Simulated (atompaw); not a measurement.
# Promethium: generating and testing a PAW (atompaw) potential

Aim: build the potential from the settings below, then test how well it stands in for the atom: scattering, ghost states and the plane-wave cutoff that it needs.

Method: atompaw 4.2.0.5, PBE, scalar-relativistic.

### 1 Settings

The settings as typed:

- element: promethium (Pm, Z = 61)
- type: PAW
- frozen core: [Kr] 4d10
- valence charge: 15
- reference configuration: 4f5 5s2 5p6 5d0 6s0 6p0 (charge +2)
- partial waves: 5s (bound): rc 2.20 bohr; 6s (bound, empty): rc 3.00 bohr; 5p (bound): rc 2.40 bohr; 6p (bound, empty): rc 2.85 bohr; 5d (bound, empty): rc 3.00 bohr; 5d channel at -0.05 Ry: rc 3.00 bohr; 4f (bound): rc 1.15 bohr; 4f channel at 2.65 Ry: rc 1.15 bohr
- local potential: troulliermartins scheme with l = 4 at 0 Ry, radius 2.25 bohr
- core correction: smooth core density matched at 1.90 bohr
- augmentation charge: besselshape compensation charge, radius 2.95 bohr; PAW radius 3.00 bohr; waves and projectors: modrrkj vanderbiltortho

### 2 Generating the potential

Pm.input

```
Pm 61
GGA-PBE scalarrelativistic loggrid 2001 logderivrange -6 5 276
6 6 5 4 0 0
6 0 0
6 1 0
5 2 0
4 3 5
0 0 0
c
c
c
c
v
v
c
c
c
v
v
c
c
v
v
3
3.00 2.95 2.25 1.90
n
n
y
-0.05
n
y
2.65
n
modrrkj vanderbiltortho besselshape
4 0 troulliermartins
2.20
3.00
2.40
2.85
3.00
3.00
1.15
1.15
PWSCFOUT
UPFDX 0.0125d0 UPFXMIN -7.d0 UPFZMESH 61.d0
END
```

The run is started by

```bash
$ atompaw < Pm.input > Pm.log
```

What does the calculation give? Wanted: cutoffs for 10 and 1 mRy, occupied levels; bound ghosts; largest phase difference near zero energy, channels read; lowest eigenvalue of the overlap; share of valence orbitals outside the PAW sphere; UPF file.

As calculated:

| quantity | value |
| --- | --- |
| cutoffs for 10 and 1 mRy, occupied levels | 140 Ry and 200 Ry |
| bound ghosts | none found |
| largest phase difference near zero energy, channels read | 0.297 rad |
| lowest eigenvalue of the overlap (Bessel basis) | 0.682 (s) |
| share of valence orbitals outside the PAW sphere | 5s 1 %, 6s 70 %, 5p 3 %, 6p 86 %, 5d 29 %, 4f 1 % |
| UPF file | written |

The potential is very hard: the looser tolerance needs 140 Ry. The slowest occupied level is 4f: taken alone it needs 140 Ry to come within 1 mRy, against 12 Ry for 5p. No bound ghost shows below the valence levels. Near zero energy the largest phase difference among the channels read is 0.30 rad, in the f channel.
